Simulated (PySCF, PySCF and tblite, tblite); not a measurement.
# C₃H₅ClGeN₂: a path driven as a shift of bonds, and NMR exchange

Aim: the barrier and rate of a shift of bonds in C₃H₅ClGeN₂ (`Clc1cn[n]([GeH3])c1`), and what it does to NMR lines.

Programs: PySCF 2.14.0 with density-fitted response routines of our own, and tblite 0.8.0. All values are computed, except where a source is named. Atoms count from 0 throughout.

## (1) The molecule as given

12 atoms, charge 0, multiplicity 1; geometry from: force field or distance geometry start.

Bonds of the start (Å): C1–C2 1.39, C1–C6 1.38, C2–H7 1.09, C2–N3 1.33, C6–H11 1.08, Cl0–C1 1.74, Ge5–H10 1.55, Ge5–H8 1.55, Ge5–H9 1.55, N3–N4 1.32, N4–C6 1.36, N4–Ge5 1.86.

## (2) GFN2-xTB relaxation, start minimum

The job: settings as JSON, then the geometry in Å.

```
{"job": {"xc": "GFN2-xTB", "basis": "xTB", "kind": "relax"}, "charge": 0, "multiplicity": 1}
Cl    -1.793300     1.452900    -1.745300
C     -1.014300     0.847800    -0.317700
C     -1.352800     1.076100     1.008600
N     -0.494000     0.450100     1.806800
N      0.376300    -0.191100     1.051800
Ge     1.825300    -1.159900     1.692700
C      0.105500     0.041700    -0.255300
H     -2.185000     1.687400     1.354300
H      2.192600    -2.290300     0.695100
H      3.041500    -0.213700     1.868600
H      1.459500    -1.783100     3.064900
H      0.672600    -0.347400    -1.085500
```

Launch:

```
OMP_NUM_THREADS=1 python ens_run.py task.json out
```

One launch serves the whole session.

The program printed:

```text
step      E/eV     max force
  0    -579.12786    1.168
  1    -579.19464    0.636
  2    -579.22744    0.525
  3    -579.24727    0.456
  4    -579.26022    0.513
  5    -579.27437    0.386
  6    -579.28431    0.247
  7    -579.29156    0.214
  8    -579.29699    0.295
  9    -579.30200    0.303
 10    -579.30632    0.231
 11    -579.30996    0.146
 12    -579.31229    0.107
 13    -579.31361    0.087
 14    -579.31463    0.095
 15    -579.31593    0.098
 16    -579.31762    0.123
 17    -579.31936    0.108
 18    -579.32067    0.092
 19    -579.32164    0.093
 20    -579.32283    0.135
 21    -579.32482    0.212
 22    -579.32784    0.263
 23    -579.33107    0.221
 24    -579.33318    0.109
 25    -579.33424    0.081
 26    -579.33469    0.056
 27    -579.33498    0.054
 28    -579.33529    0.047
 29    -579.33560    0.057
 30    -579.33592    0.056
 31    -579.33618    0.037
 32    -579.33632    0.034
 33    -579.33640    0.026
 34    -579.33644    0.017
 35    -579.33647    0.015
 36    -579.33650    0.020
 37    -579.33653    0.023
 38    -579.33656    0.016
 39    -579.33657    0.007
 40    -579.33658    0.004
 41    -579.33658    0.006
 42    -579.33658    0.005
 43    -579.33659    0.005
 44    -579.33659    0.007
 45    -579.33660    0.008
 46    -579.33660    0.008
 47    -579.33661    0.007
 48    -579.33662    0.007
 49    -579.33662    0.008
 50    -579.33663    0.008
 51    -579.33663    0.008
 52    -579.33664    0.008
 53    -579.33665    0.008
 54    -579.33666    0.011
 55    -579.33667    0.013
 56    -579.33668    0.014
 57    -579.33671    0.016
 58    -579.33674    0.016
 59    -579.33676    0.013
 60    -579.33677    0.010
 61    -579.33678    0.006
 62    -579.33679    0.008
 63    -579.33680    0.009
 64    -579.33680    0.006
 65    -579.33681    0.007
 66    -579.33681    0.005
 67    -579.33682    0.006
 68    -579.33682    0.006
 69    -579.33683    0.007
 70    -579.33683    0.009
 71    -579.33685    0.013
 72    -579.33686    0.015
 73    -579.33689    0.021
 74    -579.33696    0.032
 75    -579.33710    0.044
 76    -579.33727    0.058
 77    -579.33750    0.054
 78    -579.33765    0.043
 79    -579.33770    0.034
 80    -579.33780    0.026
 81    -579.33793    0.036
 82    -579.33808    0.027
 83    -579.33839    0.034
 84    -579.33856    0.028
 85    -579.33866    0.019
 86    -579.33866    0.039
 87    -579.33874    0.021
 88    -579.33880    0.017
 89    -579.33892    0.021
 90    -579.33898    0.023
 91    -579.33904    0.014
 92    -579.33907    0.011
 93    -579.33908    0.016
 94    -579.33909    0.010
 95    -579.33911    0.010
 96    -579.33914    0.015
 97    -579.33916    0.014
 98    -579.33919    0.012
 99    -579.33921    0.009
100    -579.33922    0.005
101    -579.33922    0.005
102    -579.33923    0.006
103    -579.33923    0.007
104    -579.33923    0.006
105    -579.33924    0.005
106    -579.33924    0.005
107    -579.33924    0.005
108    -579.33925    0.005
109    -579.33925    0.003
```

Run time: 0.66 s. Hardware: 1 thread of Arm Neoverse V1, shared host.

Relaxing gained 0.211 eV and moved the atoms by 0.35 Å on average (rms).

## (3) Relaxed scan, to the middle

The job: settings as JSON, then the geometry in Å.

```
{"job": {"xc": "GFN2-xTB", "basis": "xTB", "coordinate": [["d", [5, 4], 1], ["d", [5, 3], -1]], "kind": "drive"}, "charge": 0, "multiplicity": 1}
Cl    -2.010073     1.356070    -1.621978
C     -1.036712     0.804798    -0.324559
C     -1.138853     1.157990     1.030013
N     -0.215962     0.529339     1.724154
N      0.484305    -0.222379     0.864534
Ge     1.812190    -1.147449     1.746357
C      0.015482    -0.081890    -0.390152
H     -1.833875     1.826323     1.496789
H      2.522324    -1.956941     0.709883
H      2.677534    -0.107729     2.366335
H      1.110303    -1.982952     2.757664
H      0.447283    -0.604714    -1.220177
```

The program printed:

```text
point  coordinate     E/eV
  0     -0.646     -579.31646
  1     -0.503     -579.25123
  2     -0.357     -579.14567
  3     -0.203     -579.00944
  4     -0.032     -578.87195
```

Wall time 0.72 s (1 thread of Arm Neoverse V1, shared host).

The highest point is number 4, 10.3 kcal/mol above the first.

## (4) Relaxed scan, from the middle, back

The job: settings as JSON, then the geometry in Å.

```
{"job": {"xc": "GFN2-xTB", "basis": "xTB", "coordinate": [["d", [5, 4], 1], ["d", [5, 3], -1]], "kind": "drive"}, "charge": 0, "multiplicity": 1}
Cl    -2.198862     1.580727    -1.337770
C     -1.041581     0.814018    -0.333349
C     -0.890298     0.966066     1.043761
N      0.116833     0.199589     1.431981
N      0.618700    -0.440263     0.352165
Ge     1.667281    -0.986262     1.949021
C     -0.062354    -0.087590    -0.730144
H     -1.445910     1.574051     1.729262
H      2.638062    -1.938850     1.252643
H      2.452087     0.160569     2.507240
H      0.831720    -1.780553     2.904491
H      0.163292    -0.476864    -1.702196
```

The program printed:

```text
point  coordinate     E/eV
  0     -0.171     -578.98155
  1     -0.266     -579.06682
  2     -0.357     -579.14587
  3     -0.445     -579.21348
  4     -0.532     -579.26766
  5     -0.618     -579.30670
  6     -0.704     -579.33047
  7     -0.789     -579.33922
```

Wall time 0.99 s (1 thread of Arm Neoverse V1, shared host).

## (5) Relaxed scan, from the middle, on

job is that of step 4.

The program printed:

```text
point  coordinate     E/eV
  0      0.052     -578.82817
  1      0.186     -578.82042
  2      0.322     -578.90555
  3      0.438     -579.03211
  4      0.536     -579.14720
  5      0.626     -579.23665
  6      0.713     -579.29751
  7      0.797     -579.32876
```

Run time: 0.98 s. Hardware: 1 thread of Arm Neoverse V1, shared host.

The highest point is number 1, 0.2 kcal/mol above the first.

## (6) Nudged elastic band, leg 1

The job: settings as JSON, then the geometry in Å.

```
{"job": {"xc": "GFN2-xTB", "basis": "xTB", "kind": "neb"}, "charge": 0, "multiplicity": 1}
Cl    -1.995054     1.350739    -1.647152
C     -1.027034     0.803155    -0.344122
C     -1.128457     1.168492     1.007252
N     -0.210696     0.539580     1.707972
N      0.485787    -0.223984     0.855622
Ge     1.806074    -1.151058     1.747398
C      0.019451    -0.090887    -0.400890
H     -1.819077     1.846114     1.467219
H      2.525698    -1.959593     0.716566
H      2.664831    -0.111367     2.376036
H      1.095937    -1.988399     2.751560
H      0.448156    -0.623436    -1.226373
```

The program printed:

```text
image   E - E0 / eV
  0       0.0000
  1       0.1097
  2       0.5280
  3       0.2084
  4       0.0070
  5       0.0032
  6      -0.0000
```

Wall time 1.5 s (1 thread of Arm Neoverse V1, shared host); peak memory 0.19 GiB.

The highest point is number 2, 12.2 kcal/mol above the first.

## (7) Saddle search, leg 1

The job: settings as JSON, then the geometry in Å.

```
{"job": {"xc": "GFN2-xTB", "basis": "xTB", "kind": "saddle"}, "charge": 0, "multiplicity": 1}
Cl    -2.459609     1.659584    -2.043020
C     -1.274729     0.850859    -1.107029
C     -1.080542     0.969282     0.264579
N     -0.073059     0.174255     0.595094
N      0.393967    -0.455099    -0.508584
Ge     1.405582    -0.920174     1.258409
C     -0.319749    -0.059127    -1.552255
H     -1.602917     1.562451     0.986751
H      2.349758    -1.852568     0.518862
H      2.193681     0.200927     1.875272
H      0.604453    -1.707551     2.255292
H     -0.136834    -0.422838    -2.543371
```

The program printed:

```text
step      E/eV     max force
  0    -578.81123   0.0562
  1    -578.81347   0.0068
  2    -578.81449   0.0133
  3    -578.81847   0.0330
  4    -578.81668   0.0191
  5    -578.81979   0.0277
  6    -578.82384   0.0316
  7    -578.82865   0.0376
  8    -578.83412   0.0415
  9    -578.83998   0.0453
 10    -578.84478   0.0463
 11    -578.84964   0.0441
 12    -578.85766   0.0471
 13    -578.86440   0.0478
 14    -578.87065   0.0474
 15    -578.87617   0.0548
 16    -578.88107   0.0299
 17    -578.88523   0.0684
 18    -578.88316   0.0203
 19    -578.88532   0.0226
 20    -578.88658   0.0223
 21    -578.88694   0.0066
 22    -578.88694   0.0000
lowest wavenumbers (cm-1): -214.2 61.3 171.6 227.1 276.7 285.7
```

Wall time 3.9 s (1 thread of Arm Neoverse V1, shared host); peak memory 0.19 GiB.

Point group Cs; 1 imaginary mode, 214i cm⁻¹, carried by N4, N3, Ge5, H9. Steps downhill from it reached both ends.

## (8) DFT refinement, start: PBE0-D3(BJ)/def2-SVP

The job: settings as JSON, then the geometry in Å.

```
{"job": {"xc": "PBE0", "basis": "def2-SVP", "kind": "refine"}, "charge": 0, "multiplicity": 1}
Cl    -2.010073     1.356070    -1.621978
C     -1.036712     0.804798    -0.324559
C     -1.138853     1.157990     1.030013
N     -0.215962     0.529339     1.724154
N      0.484305    -0.222379     0.864534
Ge     1.812190    -1.147449     1.746357
C      0.015482    -0.081890    -0.390152
H     -1.833875     1.826323     1.496789
H      2.522324    -1.956941     0.709883
H      2.677534    -0.107729     2.366335
H      1.110303    -1.982952     2.757664
H      0.447283    -0.604714    -1.220177
```

The program printed:

```text
step      E/eV     max force
  0    -75178.82683   0.9064
  1    -75178.93992   0.2072
  2    -75178.95091   0.0763
  3    -75178.95251   0.1089
  4    -75178.95257   0.0585
  5    -75178.95289   0.0638
  6    -75178.95320   0.0271
  7    -75178.95325   0.0036
```

Wall time 2.1 min (1 thread of Arm Neoverse V1, shared host); peak memory 0.63 GiB.

The energy fell by 0.126 eV, and the atoms moved 0.11 Å (root mean square).

**DFT refinement, saddle of leg 1: PBE0-D3(BJ)/def2-SVP**

The job: settings as JSON, then the geometry in Å.

```
{"job": {"xc": "PBE0", "basis": "def2-SVP", "kind": "refine"}, "charge": 0, "multiplicity": 1}
Cl    -2.123629     1.835550    -2.175878
C     -1.187434     0.882928    -1.103878
C     -1.030983     1.070813     0.265562
N     -0.280451     0.084200     0.733867
N      0.075745    -0.727600    -0.298603
Ge     1.418928    -0.880827     1.182091
C     -0.449839    -0.253660    -1.418940
H     -1.434004     1.833503     0.901037
H      2.576439    -1.259001     0.278052
H      1.940675     0.189963     2.120879
H      0.801616    -2.040986     1.881322
H     -0.307063    -0.734883    -2.365509
```

The program printed:

```text
step      E/eV     max force
  0    -75177.84377   0.8098
  1    -75177.96561   0.2837
  2    -75177.98484   0.3417
  3    -75177.99315   0.1672
  4    -75177.99060   0.2432
  5    -75177.99487   0.0444
  6    -75177.99302   0.1585
  7    -75177.99502   0.0221
  8    -75177.99505   0.0177
  9    -75177.99242   0.1310
 10    -75177.99506   0.0044
```

It took 2.9 min on 1 thread of Arm Neoverse V1, shared host; peak memory 0.63 GiB.

Relaxing gained 0.151 eV and moved the atoms by 0.16 Å on average (rms).

## (9) Shieldings, start: PBE0/pcSseg-1

The job: settings as JSON, then the geometry in Å.

```
{"job": {"kind": "nmr", "xc": "PBE0", "basis": "pcSseg-1", "pop": false}, "charge": 0, "multiplicity": 1}
Cl    -1.963134     1.300141    -1.686254
C     -1.035930     0.801230    -0.335078
C     -1.193081     1.201210     1.011088
N     -0.294434     0.608300     1.778465
N      0.439103    -0.163950     0.964618
Ge     1.826324    -1.160837     1.737881
C      0.026895    -0.080157    -0.328436
H     -1.925122     1.892383     1.426513
H      2.452495    -1.924383     0.563201
H      2.805725    -0.171105     2.373773
H      1.197253    -2.098939     2.770691
H      0.497850    -0.633424    -1.137597
```

The program printed:

```text
coarse grid: 51872 points
cycle   1  E = -2763.0088031848  dE =  5.117e-01  |g| = 8.825e-01  |ddm| = 3.634e+00
cycle   2  E = -2762.9912948831  dE =  1.751e-02  |g| = 8.902e-01  |ddm| = 1.037e+00
cycle   3  E = -2763.0636546438  dE = -7.236e-02  |g| = 1.507e-01  |ddm| = 6.291e-01
cycle   4  E = -2763.0668206789  dE = -3.166e-03  |g| = 8.786e-02  |ddm| = 1.764e-01
cycle   5  E = -2763.0683728352  dE = -1.552e-03  |g| = 6.079e-03  |ddm| = 7.297e-02
cycle   6  E = -2763.0683791302  dE = -6.295e-06  |g| = 3.189e-03  |ddm| = 9.247e-03
cycle   7  E = -2763.0683812629  dE = -2.133e-06  |g| = 1.268e-03  |ddm| = 3.788e-03
final grid: 107256 points
cycle   8  E = -2763.0683953102  dE =  9.534e-07  |g| = 2.411e-03  |ddm| = 3.744e-03
cycle   9  E = -2763.0683911259  dE =  4.184e-06  |g| = 4.874e-03  |ddm| = 6.374e-03
cycle  10  E = -2763.0683966633  dE = -5.537e-06  |g| = 2.482e-04  |ddm| = 4.227e-03
cycle  11  E = -2763.0683966761  dE = -1.286e-08  |g| = 2.862e-05  |ddm| = 1.827e-04
cycle  12  E = -2763.0683966763  dE = -1.651e-10  |g| = 9.629e-06  |ddm| = 3.089e-05
converged SCF energy = -2763.0683966763

GIAO shielding tensors (ppm)
atom      isotropic    diamagn.    paramagn.     s11        s22        s33       span
  0 Cl     842.791    1146.452    -303.661    649.410    848.032   1030.930    381.519
  1 C       62.187     257.984    -195.797     -6.260     74.375    118.446    124.706
  2 C       37.484     247.644    -210.160    -48.681     41.838    119.296    167.977
  3 N      -88.576     322.790    -411.366   -326.022   -111.540    171.832    497.854
  4 N       39.904     333.290    -293.386    -64.362     44.349    139.726    204.088
  5 Ge    1472.954    2754.929   -1281.975   1396.352   1416.165   1606.345    209.992
  6 C       46.525     250.375    -203.850    -34.791     47.571    126.794    161.585
  7 H       23.674      29.091      -5.418     20.893     23.483     26.644      5.751
  8 H       26.190      27.859      -1.669     19.132     23.019     36.418     17.286
  9 H       26.000      27.034      -1.034     19.658     21.672     36.671     17.013
 10 H       26.001      27.040      -1.039     19.648     21.682     36.673     17.025
 11 H       23.861      32.085      -8.224     20.338     23.322     27.923      7.585
```

It took 23 s on 1 thread of Arm Neoverse V1, shared host; peak memory 0.8 GiB.

This run: HOMO -6.95 eV, LUMO 0.02 eV; dipole 3.01 D.

## (10) Shieldings, saddle of leg 1: PBE0/pcSseg-1

The job: settings as JSON, then the geometry in Å.

```
{"job": {"kind": "nmr", "xc": "PBE0", "basis": "pcSseg-1", "pop": false}, "charge": 0, "multiplicity": 1}
Cl    -1.896370     1.970709    -2.203553
C     -1.125784     0.910044    -1.103860
C     -1.058813     1.042951     0.286248
N     -0.463028    -0.047305     0.779797
N     -0.104461    -0.864072    -0.259369
Ge     1.407775    -0.871474     1.170878
C     -0.474193    -0.288885    -1.408101
H     -1.427960     1.845026     0.922149
H      2.538396    -1.168745     0.158189
H      1.888493     0.313138     2.041406
H      1.005592    -2.093040     1.993238
H     -0.289648    -0.748346    -2.377022
```

The program printed:

```text
coarse grid: 51872 points
cycle   1  E = -2762.9774053241  dE =  5.171e-01  |g| = 8.777e-01  |ddm| = 3.632e+00
cycle   2  E = -2762.9707472310  dE =  6.658e-03  |g| = 8.565e-01  |ddm| = 9.000e-01
cycle   3  E = -2763.0317011504  dE = -6.095e-02  |g| = 8.156e-02  |ddm| = 5.143e-01
cycle   4  E = -2763.0322650937  dE = -5.639e-04  |g| = 3.771e-02  |ddm| = 8.919e-02
cycle   5  E = -2763.0325658873  dE = -3.008e-04  |g| = 1.019e-02  |ddm| = 3.625e-02
cycle   6  E = -2763.0325863318  dE = -2.044e-05  |g| = 3.123e-03  |ddm| = 9.998e-03
cycle   7  E = -2763.0325886172  dE = -2.285e-06  |g| = 6.508e-04  |ddm| = 3.196e-03
final grid: 107256 points
cycle   8  E = -2763.0326037145  dE =  1.143e-07  |g| = 9.846e-04  |ddm| = 2.148e-03
cycle   9  E = -2763.0326031944  dE =  5.201e-07  |g| = 1.771e-03  |ddm| = 2.541e-03
cycle  10  E = -2763.0326039413  dE = -7.469e-07  |g| = 2.039e-04  |ddm| = 1.645e-03
cycle  11  E = -2763.0326039501  dE = -8.810e-09  |g| = 2.037e-05  |ddm| = 1.497e-04
cycle  12  E = -2763.0326039502  dE = -1.028e-10  |g| = 5.097e-06  |ddm| = 2.440e-05
converged SCF energy = -2763.0326039502

GIAO shielding tensors (ppm)
atom      isotropic    diamagn.    paramagn.     s11        s22        s33       span
  0 Cl     831.503    1145.397    -313.894    624.186    860.631   1009.694    385.508
  1 C       53.348     259.914    -206.565    -24.615     62.392    122.268    146.883
  2 C       40.127     249.650    -209.523    -38.438     32.920    125.899    164.337
  3 N      -36.111     327.107    -363.218   -193.903    -99.219    184.791    378.694
  4 N      -36.116     327.105    -363.221   -193.944    -99.220    184.816    378.760
  5 Ge    1471.170    2752.512   -1281.342   1341.381   1442.642   1629.486    288.105
  6 C       40.128     249.653    -209.524    -38.436     32.923    125.898    164.334
  7 H       23.629      30.704      -7.075     20.693     23.714     26.480      5.788
  8 H       25.703      26.849      -1.146     18.001     22.729     36.380     18.379
  9 H       25.704      26.850      -1.146     18.002     22.731     36.379     18.377
 10 H       25.502      26.993      -1.491     20.042     21.025     35.441     15.399
 11 H       23.629      30.704      -7.075     20.692     23.714     26.480      5.787
```

It took 23 s on 1 thread of Arm Neoverse V1, shared host; peak memory 0.89 GiB.

This run: HOMO -7.31 eV, LUMO -0.50 eV; dipole 1.37 D.

## (11) Kinetics and line shapes

The job: settings as JSON, then the geometry in Å.

```
{"job": {"smiles": "Clc1cn[n]([GeH3])c1", "charge": 0, "mult": 1, "motion": "shift", "what": "1,2-shift in an azole", "atoms": [5, 4, 3], "drives": [{"terms": [["d", [5, 4], 1], ["d", [5, 3], -1]], "neg": true, "n": 14}], "study": "path", "level": {"kind": "nmr", "xc": "PBE0", "basis": "pcSseg-1"}, "fields": [80, 400, 800], "first": 1, "seed": 757, "refine": {"xc": "PBE0", "basis": "def2-SVP"}, "kind": "path"}, "charge": 0, "multiplicity": 1}
Cl    -2.010073     1.356070    -1.621978
C     -1.036712     0.804798    -0.324559
C     -1.138853     1.157990     1.030013
N     -0.215962     0.529339     1.724154
N      0.484305    -0.222379     0.864534
Ge     1.812190    -1.147449     1.746357
C      0.015482    -0.081890    -0.390152
H     -1.833875     1.826323     1.496789
H      2.522324    -1.956941     0.709883
H      2.677534    -0.107729     2.366335
H      1.110303    -1.982952     2.757664
H      0.447283    -0.604714    -1.220177
```

The program printed:

```text
stationary points (kcal/mol above the start)
  n  kind          group   xTB      DFT    lowest mode
  0  minimum      Cs       0.00     0.00      26.7
  1  saddle       Cs      10.43    22.39    -214.2
  2  minimum      Cs      -0.00     0.00      28.6

GFN2-xTB energies: T/K, barrier G, reaction G (kcal/mol), k forward, k back (1/s)
 150.00    10.21     0.01     0.0083     0.0086
 200.00    10.37     0.01       38.6         40
 250.00    10.55     0.02   6.27e+03   6.49e+03
 298.15    10.73     0.02   1.71e+05   1.77e+05
 350.00    10.93     0.02   2.19e+06   2.27e+06
 400.00    11.13     0.03   1.39e+07   1.43e+07
 500.00    11.54     0.03   1.87e+08   1.93e+08

PBE0-D3(BJ)/def2-SVP energies: T/K, barrier G, reaction G (kcal/mol), k forward, k back (1/s)
 150.00    21.88     0.01   8.36e-20   8.67e-20
 200.00    22.04     0.01    6.9e-12   7.14e-12
 250.00    22.21     0.02   3.97e-07   4.11e-07
 298.15    22.39     0.02    0.00048   0.000496
 350.00    22.59     0.02      0.114      0.118
 400.00    22.79     0.03       5.87       6.07
 500.00    23.21     0.03   1.49e+03   1.54e+03

PBE0/pcSseg-1 + D3(BJ) energies: T/K, barrier G, reaction G (kcal/mol), k forward, k back (1/s)
 150.00    22.17     0.01   3.17e-20   3.28e-20
 200.00    22.33     0.01   3.33e-12   3.45e-12
 250.00    22.50     0.02   2.22e-07    2.3e-07
 298.15    22.68     0.02   0.000294   0.000305
 350.00    22.88     0.02     0.0752     0.0778
 400.00    23.08     0.03       4.08       4.22
 500.00    23.50     0.03   1.11e+03   1.15e+03
```

It took 5.9 min on 1 thread of Arm Neoverse V1, shared host; peak memory 0.89 GiB. This counts the whole study up to here.

Barriers by level (kcal/mol; entropies in cal/(mol K)). Zero-point and thermal terms come from xTB in every row. ΔG‡ leaves symmetry out; the rate counts equivalent paths (a factor of 2); effective ΔG‡, where given, is the barrier that would give that rate by Eyring's equation alone:

```csv
level,ΔE‡,with zero-point,ΔH‡,ΔS‡,ΔG‡ (298 K),ΔE of reaction,k at 298 K (1/s),effective ΔG‡
GFN2-xTB,10.43,9.88,9.28,-4.9,10.73,0.00,1.7e+05,10.31
PBE0-D3(BJ)/def2-SVP,22.10,21.54,20.94,-4.9,22.39,0.00,0.00048,21.98
PBE0/pcSseg-1 + D3(BJ),22.39,21.83,21.23,-4.9,22.68,0.00,0.00029,22.27
```

Sites that the driver pairs across this motion, and where their lines would merge (no couplings; faster rotations or exchange between molecules can average them sooner):

```csv
nucleus,sites: shielding (ppm),proton frequency (MHz),spread (Hz),coalescence (K),lines at 298 K
15N,N3: -88.6; N4: 39.9,80,1042,517,2
15N,N3: -88.6; N4: 39.9,400,5211,558,2
15N,N3: -88.6; N4: 39.9,800,10422,578,2
13C,C2: 37.5; C6: 46.5,80,182,478,2
13C,C2: 37.5; C6: 46.5,400,910,514,2
13C,C2: 37.5; C6: 46.5,800,1819,530,2
1H,H7: 23.67; H11: 23.86,80,15,432,2
1H,H7: 23.67; H11: 23.86,400,75,461,2
1H,H7: 23.67; H11: 23.86,800,150,474,2
```

## (12) What came out

| quantity | value |
| --- | --- |
| barrier (PBE0/pcSseg-1 + D3(BJ)) | ΔE‡ 22.4, ΔG‡(298 K) 22.7 kcal/mol |
| barrier (GFN2-xTB) | ΔE‡ 10.4 kcal/mol |
| rate at 298 K | 0.00029 s⁻¹ |
| end of the path | the start, renumbered or mirrored |
| coalescence of 13C C2 | 530 K at 800 MHz |

What this shows: The barrier is 22.4 kcal/mol at the DFT level (xTB: 10.4); with thermal terms and the count of paths the DFT value gives a rate of 0.00029 s⁻¹ at 298 K. An error of 1.4 kcal/mol changes that rate tenfold. The 13C lines of C2 and its partners, 1819 Hz apart at 800 MHz, merge at 530 K, so by this path alone the exchange at 298 K is slow for them; other paths were not followed.
